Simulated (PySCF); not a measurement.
**SbF+: from the state search to spectroscopic constants**

What are the lowest state that PBE0 finds, the bond length, vibrational wavenumber and bond energy of SbF+, and how much do these hang on the method?

Computed with PySCF 2.14.0. Level: Sb def2-TZVPPD with ECP28, F def2-TZVPPD, scalar-relativistic core potentials.

## (1) The job

A driver script around PySCF takes these settings:

```json
{
  "atoms": "Sb, F",
  "charge": "1",
  "basis": "Sb def2-TZVPPD with ECP28, F def2-TZVPPD",
  "Hamiltonian": "scalar-relativistic core potentials",
  "basis functions": "96",
  "electrons treated": "31",
  "masses in u": "120.9038, 18.9984",
  "levels": "PBE0, PBE, r²SCAN, M06-L, M06-2X, TPSSh, BLYP, r²SCANh, LC-ωPBE, HF, MP2, SCS-MP2, CCSD, CCSD(T)",
  "grid": "80 radial by 434 angular points",
  "occupations": "held fixed by the projection of orbital angular momentum",
  "dissociation limit": "Sb+ + F, each in its ground configuration",
  "starting distance in angstrom": "2.080",
  "values of 2S to try": "1, 3"
}
```

Launch:

```bash
OMP_NUM_THREADS=2 python dia.py task.json out
```

Further steps of the session: PBE0 along the bond; Higher solutions at PBE0; PBE (GGA); r²SCAN (meta-GGA); M06-L (meta-GGA); M06-2X (hybrid meta-GGA); TPSSh; BLYP; r²SCANh; LC-ωPBE; UHF; MP2 and coupled cluster.

**Question.** What will these runs give? Wanted: for each run, Re; ωe; De; μ.

The runs gave:

Lowest PBE0 solution found, without spin–orbit coupling: ²Π (doublet), unpaired electrons π ↑. The other levels ran on it alone.

| level | Re (Å) | ωe (cm⁻¹) | De (eV) | μ (D) |
| --- | --- | --- | --- | --- |
| UHF | 1.822 | 775 | 2.27 | -3.04 |
| UHF-MP2 | 1.850 | 724 | 4.41 | n/a |
| UHF-SCS-MP2 | 1.851 | 721 | 4.24 | n/a |
| UHF-CCSD | 1.842 | 738 | 3.98 | n/a |
| UHF-CCSD(T) | 1.851 | 720 | 4.18 | n/a |
| PBE | 1.878 | 675 | 4.78 | -2.60 |
| BLYP | 1.891 | 660 | 4.69 | -2.71 |
| r²SCAN | 1.855 | 711 | 4.49 | -2.59 |
| M06-L | 1.865 | 695 | 4.64 | -2.65 |
| TPSSh | 1.860 | 706 | 4.42 | -2.65 |
| r²SCANh | 1.848 | 724 | 4.32 | -2.65 |
| PBE0 | 1.850 | 721 | 4.29 | -2.75 |
| M06-2X | 1.851 | 732 | 4.06 | -3.03 |
| LC-ωPBE | 1.844 | 738 | 4.35 | -2.77 |

De is counted to Sb+ + F in their ground configurations. A positive dipole points from Sb to F; in an ion it is taken about the centre of mass and does not tell which atom is negative.

Differences from CCSD(T) in the same basis:

| level | Re (mÅ) | ωe (%) |
| --- | --- | --- |
| UHF | -29 | +7.7 |
| UHF-MP2 | -1 | +0.6 |
| UHF-SCS-MP2 | +1 | +0.2 |
| UHF-CCSD | -8 | +2.5 |
| PBE | +27 | -6.2 |
| BLYP | +40 | -8.4 |
| r²SCAN | +4 | -1.3 |
| M06-L | +14 | -3.4 |
| TPSSh | +9 | -2.0 |
| r²SCANh | -3 | +0.5 |
| PBE0 | -1 | +0.1 |
| M06-2X | 0 | +1.7 |
| LC-ωPBE | -7 | +2.5 |

In words: Judged by CCSD(T) in the same basis: best bond length M06-2X (0 mÅ), worst BLYP (+40 mÅ); best wavenumber PBE0 (+0.1 %), worst BLYP (-8.4 %). Hartree–Fock makes the bond too short and too stiff against this reference, as it mostly does. PBE gives a bond that is too long and too soft, as GGAs tend to. Of the levels with a De here, UHF gives the least (2.27 eV) and PBE the most (4.78 eV).

Correlated steps freeze 5 core orbitals. These are scalar-relativistic numbers at best; spin–orbit coupling would shift them, the dissociation energy most. With spin–orbit coupling the term label itself may not hold.
